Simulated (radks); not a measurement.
# Ge⁴⁺ in [Ne] 3s1.5 3p6 3d10 4f0.5: an all-electron calculation

One table from this session's results is given with a row withheld; the runs are named, their logs left out.

Program: radks (a radial shooting solver on a logarithmic mesh, Libxc functionals) version 1. Level of theory: non-relativistic Kohn-Sham, PBE, spin-polarised, spherical densities, point nucleus; open shells are filled with parallel spins first. These are calculated values, not measurements, unless marked.

**What is computed**

| Property | Result |
| --- | --- |
| element | germanium (Z = 32) |
| charge | +4 |
| electrons | 28 |
| configuration | [Ne] 3s1.5 3p6 3d10 4f0.5 |

The first run:

Settings of this run:

```text
Z 32
configuration [Ne] 3s1.5 3p6 3d10 4f0.5
relativity non-relativistic
functional pbe,pbe
spin polarised
nucleus point
```

Among the steps run: Self-consistent calculation.

One of the session's tables, all rows but one given; the rest of the session is left out.

It belongs to the step «Radial structure». From the orbitals of this run (lengths in bohr):

```
  level      <r>  outermost maximum (interpolated)  90 % within  nodes
  1s up  0.04785                            0.0316       0.0852      0
1s down  0.04785                            0.0316       0.0852      0
  2s up   0.2138                             0.179        0.330      1
2s down   0.2138                             0.179        0.330      1
  2p up   0.1852                             0.143        0.302      0
2p down   0.1852                             0.143        0.302      0
  3s up   0.6312                             0.551        0.942      2
3s down   0.6318                             0.551        0.943      2
  3p up   0.6452                             0.546        0.988      1
3p down        ?                                 ?            ?      ?
  3d up   0.6959                             0.498         1.16      0
3d down   0.6973                             0.498         1.16      0
  4f up    3.674                              3.31         5.34      0
```

Estimate the missing values for 3p down.

The run gave: <r>: 0.6459; outermost maximum (interpolated): 0.546; 90 % within: 0.990; nodes: 1. In the column «<r>» it lies between 3p up (0.6452) and 3d up (0.6959).
